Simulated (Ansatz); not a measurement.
# Ba2BiSb2: substituted relatives

The task here is to estimate one member of a computed series from the others.

Computed with Ansatz 0.2.0 (DFT PBEsol, scalar-relativistic, plane waves, PAW, unless a step's input says otherwise).

1 further run of the same task is left out (set aside as unsound or not needed). Runs told in other sessions of the task aren't counted.

## The structure to begin with

Symmetry: Immm, No. 71, orthorhombic system. The conventional cell has a = 4.746 Å, b = 7.512 Å, c = 9.955 Å, α = 90.00°, β = 90.00°, γ = 90.00°. Around Ba (site symmetry mm2) lie 6 Sb at 3.57 to 3.58 Å and 2 Bi at 3.67 Å. Around Sb (site symmetry m2m) lie 1 Sb at 3.05 Å and 2 Bi at 3.26 Å and 6 Ba at 3.57 to 3.58 Å. Bi (site symmetry mmm) has 4 Sb at 3.26 Å and 4 Ba at 3.67 Å in its first shell of neighbours.

Structure file:

```cif
data_structure
_symmetry_space_group_name_H-M 'Immm'
_symmetry_Int_Tables_number 71
_cell_length_a 4.7463
_cell_length_b 7.5117
_cell_length_c 9.9545
_cell_angle_alpha 90.000
_cell_angle_beta 90.000
_cell_angle_gamma 90.000
_cell_volume 354.91
loop_
_atom_site_label
_atom_site_type_symbol
_atom_site_symmetry_multiplicity
_atom_site_Wyckoff_symbol
_atom_site_fract_x
_atom_site_fract_y
_atom_site_fract_z
_atom_site_occupancy
Ba1 Ba 4 j 0.00000 0.50000 0.21914 1
Sb1 Sb 4 h 0.50000 0.70307 0.00000 1
Bi1 Bi 2 a 0.00000 0.00000 0.00000 1
```

It is the result of an earlier relaxation at this level (volume 35.49 Å³/atom; gap on the mesh: none (metal)).

Set-up of the first run:

The input, input.yaml:

```yaml
crystal:
  lattice:
    - [-2.373165836, 3.7558632579, 4.9772521757]
    - [2.373165836, -3.7558632579, 4.9772521757]
    - [2.373165836, 3.7558632579, -4.9772521757]
  atoms:
    - { symbol: Ba, position: [0.7191387499, 0.2191387499, 0.5] }
    - { symbol: Ba, position: [0.2808612501, 0.7808612501, 0.5] }
    - { symbol: Sn, position: [0.7030709111, 0.5, 0.2030709111] }
    - { symbol: Sn, position: [0.2969290889, 0.5, 0.7969290889] }
    - { symbol: Bi, position: [0.0, 0.0, 0.0] }
basis:
  ecutwfc: 420
kpoints:
  mp_grid: { grid: [4, 4, 4] }
hamiltonian:
  xc: pbesol
scf:
  occupations: { method: gaussian, width: 0.1 }
output:
  forces: true
  stress: true
  eigenvalues: true
```

The run is started by

```sh
$ ansatz run input.yaml --threads 1 --pin off --max-ram 2560MiB --backend cpu --events-out ev --progress --plain --runs-dir out
```

Among the steps run: Quick check of gap, pressure and forces (Ba2Sn2Bi); The relaxation (Ba2Sn2Bi); Probe: one point at the start (Be2BiSb2); A loose first relaxation (Be2BiSb2); The relaxation (Be2BiSb2).

One of the session's tables, all rows but one given; the rest of the session is left out.

Lengths are those of the vectors of the cell that was run:

```
            swap  volume (Å³/atom)  a (Å)  b (Å)  c (Å)
            none             35.49  6.672  6.672  6.672
         Ba → Sr                 ?      ?      ?      ?
Ba → Mg, Sb → As             22.40  5.726  5.726  5.726
         Sb → Sn             35.73  6.702  6.702  6.702
         Ba → Be             21.06  5.890  5.890  5.890
```

**Question.** Estimate the row for Ba → Sr.

**Answer.** volume (Å³/atom): 32.41; a (Å): 6.455; b (Å): 6.455; c (Å): 6.455. In the column «volume (Å³/atom)» it lies between Ba → Mg, Sb → As (22.40) and none (35.49).

Lengths are those of the computed cell. Rows of earlier swaps come from the sessions before.
